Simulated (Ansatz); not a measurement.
# Nb3Cr: the cost of one run

Computed with Ansatz 0.2.0 (DFT PBE, scalar-relativistic, plane waves, PAW, unless a step's input says otherwise).

**1. The structure to begin with**

Symmetry: Fm-3m, No. 225, cubic system. The conventional cell has a = 6.438 Å, b = 6.438 Å, c = 6.438 Å, α = 90.00°, β = 90.00°, γ = 90.00°. Nb (site symmetry -43m) is surrounded by 4 Nb at 2.79 Å and 4 Cr at 2.79 Å. Nb (site symmetry m-3m) has 8 Nb at 2.79 Å as nearest neighbours. Cr (site symmetry m-3m) is surrounded by 8 Nb at 2.79 Å.

As a file:

```
Nb Cr
1.0
     0.00000    3.21889    3.21889
     3.21889    0.00000    3.21889
     3.21889    3.21889    0.00000
Nb Cr
3 1
Cartesian
  4.8283 4.8283 4.8283
  1.6094 1.6094 1.6094
  3.2189 3.2189 3.2189
  0.0000 0.0000 0.0000
```

This is candidate A: structure listed in a database for this formula (Fm-3m, No. 225).

(A quick probe on a coarse mesh, which set the mesh and smearing, is not shown.)

**3. Relaxing cell and atoms (candidate A)**

Contents of input.yaml:

```yaml
crystal:
  lattice:
    - [0.0, 3.218895, 3.218895]
    - [3.218895, 0.0, 3.218895]
    - [3.218895, 3.218895, 0.0]
  atoms:
    - { symbol: Nb, position: [0.75, 0.75, 0.75] }
    - { symbol: Nb, position: [0.25, 0.25, 0.25] }
    - { symbol: Nb, position: [0.5, 0.5, 0.5] }
    - { symbol: Cr, position: [0.0, 0.0, 0.0] }
basis:
  ecutwfc: 420
kpoints:
  mp_grid: { grid: [12, 12, 12] }
hamiltonian:
  xc: pbe
scf:
  occupations: { method: gaussian, width: 0.1 }
output:
  forces: true
  stress: true
  eigenvalues: true
relax:
  adjacent_minimum: "off"
  f_tol: 0.01
  max_steps: 80
  cell: { stress_tol: 0.05 }
```

Command:

```sh
> ansatz run input.yaml --threads 1 --pin off --max-ram 2560MiB --backend cpu --events-out ev --progress --plain --runs-dir out
```

What time and memory should one allow on 1 thread of Intel Xeon 6975P-C (Granite Rapids), shared host?

About 20 s, with a peak of 0.49 GiB.
